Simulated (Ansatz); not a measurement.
# NaW: the cost of one run

Method: DFT PBE, scalar-relativistic, plane waves, PAW, in Ansatz 0.2.0.

## Step 1: Starting point

Symmetry: P4mm, No. 99, tetragonal system. Conventional cell: a = 4.186 Å, b = 4.186 Å, c = 4.398 Å, α = 90.00°, β = 90.00°, γ = 90.00°. Na (site symmetry 4mm) has 1 W at 1.74 Å as nearest neighbours. W (site symmetry 4mm) has 1 Na at 1.74 Å as nearest neighbours.

Structure file:

```xyz
2
Lattice="4.1864 0.0000 0.0000 0.0000 4.1864 0.0000 0.0000 0.0000 4.3980" Properties=species:S:1:pos:R:3 pbc="T T T"
Na    2.0932    2.0932    0.6579
W     2.0932    2.0932    2.3995
```

A structure generator made this guess: random cell by space group and Wyckoff sites (P4mm, No. 99). The dimensions are guesses.

## Step 2: A first look at the guess

Contents of input.yaml:

```yaml
crystal:
  lattice:
    - [4.18637771, 0.0, 0.0]
    - [0.0, 4.18637771, 0.0]
    - [0.0, 0.0, 4.39804544]
  atoms:
    - { symbol: Na, position: [0.5, 0.5, 0.1495822] }
    - { symbol: W, position: [0.5, 0.5, 0.54557802] }
basis:
  ecutwfc: 420
kpoints:
  mp_grid: { grid: [4, 4, 4] }
hamiltonian:
  xc: pbe
scf:
  occupations: { method: gaussian, width: 0.1 }
  lower_state_search: "off"
output:
  forces: true
  stress: true
  eigenvalues: true
```

Command:

```
> ansatz run input.yaml --threads 1 --pin off --max-ram 2560MiB --backend cpu --events-out ev --progress --plain --runs-dir out
```

What time and memory should one allow on 1 thread of Arm Neoverse V2, shared host?

About 2.2 s, with a peak of 0.3 GiB.
